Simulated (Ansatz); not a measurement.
# C2H8S2Sn: small, medium and large basis sets

Aim: see how fast density functionals converge with the basis set for C2H8S2Sn.

Method: one geometry, several basis sets; program: Ansatz 0.2.0, Gaussian basis.

Plan: PBE0-D4/def2-SVP; ωB97M-V/def2-SVP; PBE0-D4/def2-QZVPP; ωB97M-V/def2-QZVPP; the functionals' def2-TZVPP values are taken from earlier runs.

### 1 The geometry

An earlier PBE0-D4 in a triple-zeta def2 set relaxation fixed the geometry. Sn takes the def2 core potential; no spin-orbit term is included.

SMILES `C[S][SnH2][S]C`, 13 atoms, charge 0, spin multiplicity 1.

Atoms are counted from 1 here; the program's logs count them from 0.

Bond lengths: C1–S2 1.817 Å, C1–H6 1.090 Å, C1–H7 1.090 Å, C1–H8 1.090 Å, S2–Sn3 2.394 Å, Sn3–S4 2.394 Å, Sn3–H9 1.706 Å, Sn3–H10 1.706 Å, S4–C5 1.817 Å, C5–H11 1.090 Å, C5–H12 1.090 Å, C5–H13 1.090 Å. Angles: S2–C1–H6 111.1°, S2–C1–H7 111.3°, S2–C1–H8 106.6°, H6–C1–H7 109.8°, H6–C1–H8 109.0°, H7–C1–H8 108.9°, C1–S2–Sn3 99.3°, S2–Sn3–S4 106.7°, S2–Sn3–H9 111.9°, S2–Sn3–H10 106.1°, S4–Sn3–H9 106.1°, S4–Sn3–H10 111.9°, H9–Sn3–H10 114.0°, Sn3–S4–C5 99.3°, S4–C5–H11 106.6°, S4–C5–H12 111.3°, S4–C5–H13 111.1°, H11–C5–H12 108.9° and more.

As a file:

```xyz
13
charge 0, multiplicity 1
C    -1.7352    0.4786    1.4091
S    -0.9569    1.6565    0.2650
Sn    1.3119    0.9092    0.4265
S     1.3132   -1.4153   -0.1469
C     0.5496   -1.3110   -1.7927
H    -1.4688   -0.5482    1.1572
H    -1.4593    0.6894    2.4423
H    -2.8126    0.6024    1.2998
H     1.9008    1.0014    2.0248
H     2.1974    1.8425   -0.6937
H     0.3353   -2.3338   -2.1028
H     1.2282   -0.8585   -2.5158
H    -0.3834   -0.7479   -1.7581
```

### 2 PBE0-D4 in def2-SVP

in.yaml reads:

```yaml
crystal:
  periodic: [false, false, false]
  atoms:
    - {symbol: C, position_ang: [-1.735154, 0.478586, 1.409147]}
    - {symbol: S, position_ang: [-0.956934, 1.656530, 0.264968]}
    - {symbol: Sn, position_ang: [1.311855, 0.909202, 0.426460]}
    - {symbol: S, position_ang: [1.313209, -1.415301, -0.146937]}
    - {symbol: C, position_ang: [0.549645, -1.311017, -1.792739]}
    - {symbol: H, position_ang: [-1.468797, -0.548244, 1.157204]}
    - {symbol: H, position_ang: [-1.459286, 0.689448, 2.442343]}
    - {symbol: H, position_ang: [-2.812557, 0.602428, 1.299823]}
    - {symbol: H, position_ang: [1.900773, 1.001408, 2.024809]}
    - {symbol: H, position_ang: [2.197441, 1.842487, -0.693687]}
    - {symbol: H, position_ang: [0.335255, -2.333759, -2.102770]}
    - {symbol: H, position_ang: [1.228229, -0.858545, -2.515831]}
    - {symbol: H, position_ang: [-0.383379, -0.747922, -1.758089]}
basis:
  gaussian: {orbitals: def2-SVP}
hamiltonian: {xc: pbe0, dispersion: d4}
output: {orbitals: {seedname: orbitals}}
```

Launch:

```console
$ ansatz run in.yaml --threads 4 --pin off --events-out ev --progress --plain --max-ram 11315MiB
```

After this run come: ωB97M-V in def2-SVP; PBE0-D4 in def2-QZVPP; ωB97M-V in def2-QZVPP.

**Question.** What will the summary of the whole plan be? Wanted: PBE0-D4: double and triple zeta above quadruple; ωB97M-V: double and triple zeta above quadruple.

The runs gave:

| quantity | value |
| --- | --- |
| PBE0-D4: double and triple zeta above quadruple | 11.13, 0.84 eV |
| ωB97M-V: double and triple zeta above quadruple | 11.25, 0.81 eV |

What this shows: PBE0-D4 gains 10.29 eV from double to triple zeta, then 0.84 eV more. Total energies overstate the basis error of differences, where much of it tends to cancel. The LUMO of ωB97M-V is positive and keeps falling with the basis (1.59 to 0.82 eV): an unbound level that the basis holds in place.
